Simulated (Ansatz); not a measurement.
This script for the Ansatz DFT code, driven from Python starts 5 runs on LuHg, space group Pm-3m. What input does the engine get in each?

Script `run_push.py`:
```python
import ansatz as az
from ase import Atoms
import numpy as np


def main() -> None:
    atoms = Atoms(
        ["Lu", "Hg"],
        scaled_positions=[
            [0.5, 0.5, 0.5],
            [0.0, 0.0, 0.0],
        ],
        cell=[
            [3.607, 0.0, 0.0],
            [0.0, 3.607, 0.0],
            [0.0, 0.0, 3.607],
        ],
        pbc=True,
    )
    structure = az.Crystal.from_ase(atoms)

    inverse = np.linalg.inv(np.array(structure.lattice.vectors))
    home = np.array(structure.sites[1].position)
    values = np.linspace(-0.2, 0.2, 5)
    energies, pulls = [], []
    for shift in values:
        moved = structure.move(1, to=home + shift * inverse[0])
        base = (
            moved.calculation()
            .pseudopotentials("paw")
            .basis(470)
            .occupations("Fermi-Dirac", width=0.05)
            .functional("lda")
            .kpoints(9)
            .forces()
        )
        r = base.run().report
        energies.append(r["free_energy_ev"])
        pulls.append(r["forces_ev_ang"][1][0])

    print("shift (A)   dE (eV)   force along x (eV/A)")
    for shift, e, f in zip(values, energies, pulls):
        print(f"{shift:8.3f} {e - energies[2]:10.5f} {f:12.4f}")
    print(f"stiffness from energies {2 * np.polyfit(values, energies, 2)[0]:.3f}, from forces {-np.polyfit(values, pulls, 1)[0]:.3f} eV/A^2")


if __name__ == "__main__":
    main()
```

Run 1:
```yaml
crystal:
  lattice:
    - [3.607, 0.0, 0.0]
    - [0.0, 3.607, 0.0]
    - [0.0, 0.0, 3.607]
  atoms:
    - { symbol: Lu, position: [0.5, 0.5, 0.5] }
    - { symbol: Hg, position: [-0.05544774050457444, 0.0, 0.0] }
basis:
  ecutwfc: 470.0
kpoints:
  mp_grid:
    grid: [9, 9, 9]
hamiltonian:
  xc: lda
  pseudopotentials:
    kind: paw
scf:
  occupations:
    method: fermi_dirac
    width: 0.05
output:
  forces: true
```

Run 2, against run 1:
```diff
-    - { symbol: Hg, position: [-0.05544774050457444, 0.0, 0.0] }
+    - { symbol: Hg, position: [-0.02772387025228722, 0.0, 0.0] }
```

Run 3, against run 1:
```diff
-    - { symbol: Hg, position: [-0.05544774050457444, 0.0, 0.0] }
+    - { symbol: Hg, position: [0.0, 0.0, 0.0] }
```

Run 4, against run 1:
```diff
-    - { symbol: Hg, position: [-0.05544774050457444, 0.0, 0.0] }
+    - { symbol: Hg, position: [0.027723870252287227, 0.0, 0.0] }
```

Run 5, against run 1:
```diff
-    - { symbol: Hg, position: [-0.05544774050457444, 0.0, 0.0] }
+    - { symbol: Hg, position: [0.05544774050457444, 0.0, 0.0] }
```

```console
$ python run_push.py
shift (A)   dE (eV)   force along x (eV/A)
  -0.200    0.04080       0.4168
  -0.100    0.01003       0.2017
   0.000    0.00000       0.0000
   0.100    0.01003      -0.2017
   0.200    0.04080      -0.4168
stiffness from energies 2.045, from forces 2.071 eV/A^2
```

The curvature of the energy gives 2.045 eV/Å² and the slope of the force 2.071 eV/Å², a positive curvature.

Caveats:
- In a metal a curvature from energy changes of a few meV or less hangs on mesh and smearing, in size and even in sign.
- Spin-orbit coupling, which matters for elements this heavy, is left out.
- The structure is a deposited one; some such entries were measured under pressure or heat, so a shift against it needn't be the functional's error alone.
- All periodic images of the atom move with it, so the curvature is one diagonal element of the zone-centre force constants and no normal mode; a positive value doesn't exclude soft modes in which several atoms move.
- Run time: 40 s on 1 thread of Intel(R) Xeon(R) Processor @ 2.30GHz, on a shared host, peak memory 0.6 GiB.
